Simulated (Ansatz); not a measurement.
# CH2AlLiO (SMILES [Li][Al]1[CH2][O]1): functionals against CCSD(T) at one geometry

The task here is to estimate one member of a computed series from the others.

Computed with Ansatz 0.2.0, Gaussian basis. Level: single points in def2-TZVPP.

Correlated methods freeze the cores. The outer core shell of Li, Na, Mg and K is correlated.

## Where the work starts

6 atoms, charge 0, spin multiplicity 1.

Atoms are counted from 1 here; the program's logs count them from 0.

Bond lengths: Al2–C3 1.847 Å, Al2–O4 1.596 Å, C3–H5 0.903 Å. Angles: C3–Al2–O4 57.9°, Al2–C3–H5 134.1°.

As a file:

```mol
CH2AlLiO
  3D, bonds by distance, orders not assigned

  6  3  0  0  0  0  0  0  0  0999 V2000
   -2.6522   -2.3466   -0.1714 Li  0  0
   -0.7603   -0.4731   -0.0506 Al  0  0
    0.9318    0.2329    0.1734 C   0  0
   -0.4018    1.0230   -0.4747 O   0  0
    1.6324    0.3718   -0.3785 H   0  0
    0.9140    1.1483    1.2376 H   0  0
  2  3  8  0
  2  4  8  0
  3  5  8  0
M  END
```

The first run:

File run/in.yaml:

```yaml
crystal:
  periodic: [false, false, false]
  atoms:
    - {symbol: Li, position_ang: [-2.652200, -2.346600, -0.171400]}
    - {symbol: Al, position_ang: [-0.760300, -0.473100, -0.050600]}
    - {symbol: C, position_ang: [0.931800, 0.232900, 0.173400]}
    - {symbol: O, position_ang: [-0.401800, 1.023000, -0.474700]}
    - {symbol: H, position_ang: [1.632400, 0.371800, -0.378500]}
    - {symbol: H, position_ang: [0.914000, 1.148300, 1.237600]}
basis:
  gaussian: {orbitals: def2-TZVPP}
correlation: {method: ccsd_t}
output: {forces: true}
```

No record of the launch command was kept for these runs.

Steps of the session up to this table: CCSD(T)/def2-TZVPP; PBE0-D4/def2-TZVPP; wB97M-V/def2-TZVPP; r2SCAN-D4/def2-TZVPP; PBE-D4/def2-TZVPP; CAM-B3LYP-D4/def2-TZVPP; r2SCAN0-D4/def2-TZVPP.

One table of the session follows, with a row left open; its other results are not shown here.

| method | RMS force component (eV/Å) | angle to CCSD(T) forces (°) | dipole (D) |
| --- | --- | --- | --- |
| CCSD(T) | 4.535 | reference | 9.30 |
| PBE0-D4 | 4.564 | 3.1 | 9.00 |
| wB97M-V | 4.519 | 2.6 | 9.20 |
| r2SCAN-D4 | 4.520 | 1.5 | 9.02 |
| PBE-D4 | ? | ? | ? |
| CAM-B3LYP-D4 | 4.492 | 3.5 | 9.23 |
| r2SCAN0-D4 | 4.527 | 4.2 | 9.26 |

**Question.** Estimate the row for PBE-D4.

The run gave: RMS force component (eV/Å): 4.570; angle to CCSD(T) forces (°): 1.4; dipole (D): 8.56. In the column «RMS force component (eV/Å)» it is the highest.
